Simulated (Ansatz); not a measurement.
# ZrSn3O8: the band gap up the ladder of functionals

The task here is to estimate one member of a computed series from the others.

The runs shown are made with Ansatz 0.2.0. PAW datasets, plane waves. These are computed values for a spin-unpolarised cell that may be hypothetical; none is a measurement.

### The cell

The cell was relaxed beforehand with r2SCAN.

Space group Cmmm (No. 65), orthorhombic; a = 6.759 Å, b = 6.792 Å, c = 6.435 Å in the conventional setting, 12.31 Å³ an atom. Sn has 6 O at 2.06–2.08 Å; Zr has 6 O at 2.10 Å; O has 2 Sn at 2.06–2.07 Å and 1 Zr at 2.10 Å; O has 2 Sn at 2.08 Å and 1 Zr at 2.10 Å; Sn has 6 O at 2.07 Å.

Structure file:

Space group Cmmm (No. 65). a = 6.759 Å, b = 6.792 Å, c = 6.435 Å, α = 90.00°, β = 90.00°, γ = 90.00°
| atom | site | symmetry | x | y | z |
| --- | --- | --- | --- | --- | --- |
| Sn | 4l | mm2 | 0.5000 | 0.0000 | 0.2516 |
| Zr | 2a | mmm | 0.0000 | 0.0000 | 0.0000 |
| O | 8o | .m. | 0.1958 | 0.0000 | 0.2530 |
| O | 4i | m2m | 0.5000 | 0.8085 | 0.0000 |
| Sn | 2d | mmm | 0.0000 | 0.0000 | 0.5000 |
| O | 4j | m2m | 0.5000 | 0.8047 | 0.5000 |

Set-up of the first run:

input.yaml reads:

```yaml
crystal:
  lattice:
    - [3.3797418775, -3.3960898038, 0.0]
    - [3.3797418775, 3.3960898038, 0.0]
    - [0.0, 0.0, 6.4349649799]
  atoms:
    - { symbol: Sn, position: [0.5, 0.5, 0.2515781336] }
    - { symbol: Zr, position: [0.0, 0.0, 0.0] }
    - { symbol: O, position: [0.1957695853, 0.1957695853, 0.2530272809] }
    - { symbol: O, position: [0.8042304147, 0.8042304147, 0.2530272809] }
    - { symbol: O, position: [0.6914935274, 0.3085064726, 0.0] }
    - { symbol: O, position: [0.3085064726, 0.6914935274, 0.0] }
    - { symbol: Sn, position: [0.5, 0.5, 0.7484218664] }
    - { symbol: Sn, position: [0.0, 0.0, 0.5] }
    - { symbol: O, position: [0.1957695853, 0.1957695853, 0.7469727191] }
    - { symbol: O, position: [0.8042304147, 0.8042304147, 0.7469727191] }
    - { symbol: O, position: [0.6953476248, 0.3046523752, 0.5] }
    - { symbol: O, position: [0.3046523752, 0.6953476248, 0.5] }
kpoints:
  mp_grid: { grid: [6, 6, 4] }
  band_path:
    path:
      - [[0.0, 0.0, 0.0], [-0.5, 0.5, 0.0], [-0.4975989181939, 0.5024010818061, 0.0]]
      - [[0.4975989181939, 0.4975989181939, 0.0], [0.0, 0.0, 0.0], [0.0, 0.0, 0.5], [0.4975989181939, 0.4975989181939, 0.5]]
      - [[-0.4975989181939, 0.5024010818061, 0.5], [-0.5, 0.5, 0.5], [-0.5, 0.5, 0.0]]
      - [[0.0, 0.0, 0.0], [-3.734584328471e-18, 0.5, 0.0], [-3.734584328471e-18, 0.5, 0.5], [0.0, 0.0, 0.5], [-0.5, 0.5, 0.5]]
    npoints: 10
hamiltonian:
  xc: pbe
scf:
  occupations: { method: fermi_dirac, width: 0.02 }
  n_extra_bands: 7
output:
  forces: true
  stress: true
  eigenvalues: true
  write_density: true
  write_potential: true
  elf: true
  volumetric_format: npy
```

Among the steps run: PBE band path; r2SCAN; HSE06 at the same geometry; Single point with PBE+SOC; Single point with PBE0.

One of the session's tables, all rows but one given; the rest of the session is left out.

| level | gap (eV) |
| --- | --- |
| PBE | 2.09 |
| r2SCAN | 2.73 |
| HSE06 | ? |
| PBE+SOC | 2.09 |
| PBE0 | 4.51 |

Q: Estimate the row for HSE06 from the others.

As computed: gap (eV): 3.78. In the column «gap (eV)» it lies between r2SCAN (2.73) and PBE0 (4.51).

Meshes: PBE 6×6×4, r2SCAN 6×6×4, HSE06 4×4×2, PBE+SOC 6×6×4, PBE0 4×4×2

What this shows: PBE gives the least gap, 2.09 eV, and PBE0 the largest, 4.51 eV. PBE reaches 55 % of the HSE06 value, and r2SCAN 72 %. PBE0 lies 0.73 eV above HSE06, which differs from it by screening the long-range exchange.

Limits of these values: Warnings in the runs' records: stress scf threshold loose, stress exchange threshold loose.
